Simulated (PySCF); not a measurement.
# C3H8BN: the cost of one run

Computed with PySCF 2.14.0, with density-fitted response routines of our own, on a single molecule in the gas phase. Atoms count from 0, in the outputs and in this text.

**1. The starting structure**

13 atoms, charge 0, multiplicity 1; geometry from: GFN2-xTB. The atoms were then displaced at random by about 0.01 Å, so the start is not that level's minimum.

Bonds of the start (Å): B0–N1 1.37, N1–C2 1.43, C2–C3 1.46, C3–C4 1.54, C3–N1 1.38, B0–H5 1.15, B0–H6 1.19, C2–H7 1.09, C2–H8 1.06, C3–H9 1.11, C4–H10 1.10, C4–H11 1.08, C4–H12 1.10.

**2. Geometry optimisation at PBE0-D3(BJ)/def2-SVP**

What the job is given:

```
{"job": {"xc": "PBE0", "basis": "def2-SVP", "d3": "d3bj", "grid": 1, "shake": 0.01, "kind": "geom"}, "charge": 0, "multiplicity": 1}
B      1.799600     0.938990     0.444250
N      0.816840     0.017890     0.210920
C      0.434470    -1.202710    -0.423230
C     -0.485240    -0.409500     0.388130
C     -1.634360     0.352570    -0.286420
H      2.841610     0.813580    -0.024540
H      1.513300     1.896800     1.093260
H      0.885740    -2.110560    -0.013550
H      0.363640    -1.192280    -1.475950
H     -0.774730    -0.789860     1.391800
H     -1.922110     1.210600     0.345060
H     -1.300360     0.724530    -1.240370
H     -2.532580    -0.266930    -0.419670
```

Command:

```bash
OMP_NUM_THREADS=1 python probes_run.py task.json out
```

This one command runs all jobs of the session in turn.

Q: Estimate the wall time and peak memory of this first job on 1 thread of Arm Neoverse N1, shared host.

About 70 s, with a peak of 0.45 GiB.
